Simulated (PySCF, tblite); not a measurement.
# C6H9NO2Si: geometry, infrared bands and NMR shifts

Aim: predict the infrared bands and NMR shifts of C6H9NO2Si (`[H]/N=C/C(=C)O[Si@H](C#C)OC`).

Programs: tblite 0.8.0 and PySCF 2.14.0, with density-fitted response routines of our own. Each step states its level of theory. These are calculated values for one molecule in the gas phase, unless marked as measured. Atoms are numbered from 0 throughout.

### 1 The starting structure

19 atoms, charge 0, multiplicity 1; geometry from: force field or distance geometry start.

Bonds of the start (Å): C0–C1 1.21, C1–Si2 1.81, Si2–O3 1.73, O3–C4 1.38, Si2–O5 1.73, O5–C6 1.39, C6–C7 1.33, C6–C8 1.47, C8–N9 1.28, C0–H10 1.07, Si2–H11 1.45, C4–H12 1.12, C4–H13 1.11, C4–H14 1.11, C7–H15 1.06, C7–H16 1.08, C8–H17 1.09, N9–H18 1.05.

### 2 Geometry optimisation with GFN2-xTB

Job settings and geometry (Å):

```
{"job": {"kind": "relax", "xc": "GFN2-xTB", "basis": "xTB"}, "charge": 0, "multiplicity": 1}
C     -1.294000     1.149900     2.410400
C     -1.149300     0.613100     1.339900
Si    -0.898500    -0.196700    -0.253800
O     -2.351900    -1.017500    -0.700400
C     -3.129300    -0.125700    -1.404600
O      0.407700    -1.332400    -0.184700
C      1.688300    -0.848600     0.072300
C      2.612500    -1.667600     0.560900
C      2.043300     0.554000    -0.174300
N      3.244200     0.893300     0.103800
H     -1.431900     1.627400     3.355300
H     -0.709400     0.828500    -1.268500
H     -2.655700    -0.050500    -2.411800
H     -3.052300     0.838900    -0.860900
H     -4.191300    -0.418600    -1.491400
H      3.575000    -1.269300     0.756400
H      2.436900    -2.711600     0.772500
H      1.313300     1.254500    -0.568300
H      3.532400     1.888100    -0.060100
```

On the command line:

```bash
$ OMP_NUM_THREADS=1 python probes_run.py task.json out
```

This one command runs all jobs of the session in turn.

**Question.** This job is followed by: GFN2-xTB harmonic vibrations, gas phase; GIAO PBE0/pcSseg-1 NMR shielding, non-relativistic, gas phase. What will the session give for the following? strongest single infrared mode (GFN2-xTB); zero-point energy (GFN2-xTB); 13C shifts against TMS (PBE0/pcSseg-1); 1H shifts against TMS (PBE0/pcSseg-1, means over atoms taken as alike); 29Si shifts against TMS (PBE0/pcSseg-1); 17O shifts against H2O (PBE0/pcSseg-1); 15N shifts against NH3 (PBE0/pcSseg-1).

**Answer**, as computed:

```
                                                              quantity                                          value
                             strongest single infrared mode (GFN2-xTB)                          1287 cm⁻¹, 271 km/mol
                                          zero-point energy (GFN2-xTB)                                  85.1 kcal/mol
                                13C shifts against TMS (PBE0/pcSseg-1)     167.9, 159.7, 105.4, 101.5, 89.0, 50.1 ppm
1H shifts against TMS (PBE0/pcSseg-1, means over atoms taken as alike)  11.11, 8.30, 6.37, 5.09, 4.95, 3.88, 1.94 ppm
                               29Si shifts against TMS (PBE0/pcSseg-1)                                      -60.9 ppm
                                17O shifts against H2O (PBE0/pcSseg-1)                                121.1, 20.1 ppm
                                15N shifts against NH3 (PBE0/pcSseg-1)                                      354.8 ppm
```

In words: The optimisation took 154 steps and gained 1.080 eV; among the close pairs (by a distance rule), Si2–O5 changed most, from 1.732 to 1.617 Å. No mode is imaginary among the 51: a minimum at this level. The strongest single mode, at 1287 cm⁻¹, is spread over several atoms, C6, O5, H17 among them. GFN2-xTB is a fitted tight-binding method: band positions and strengths are rough. Its intensities can rank the bands wrongly. At PBE0/pcSseg-1: The largest span, 675 ppm, is at N9, where the paramagnetic term is -401 ppm.
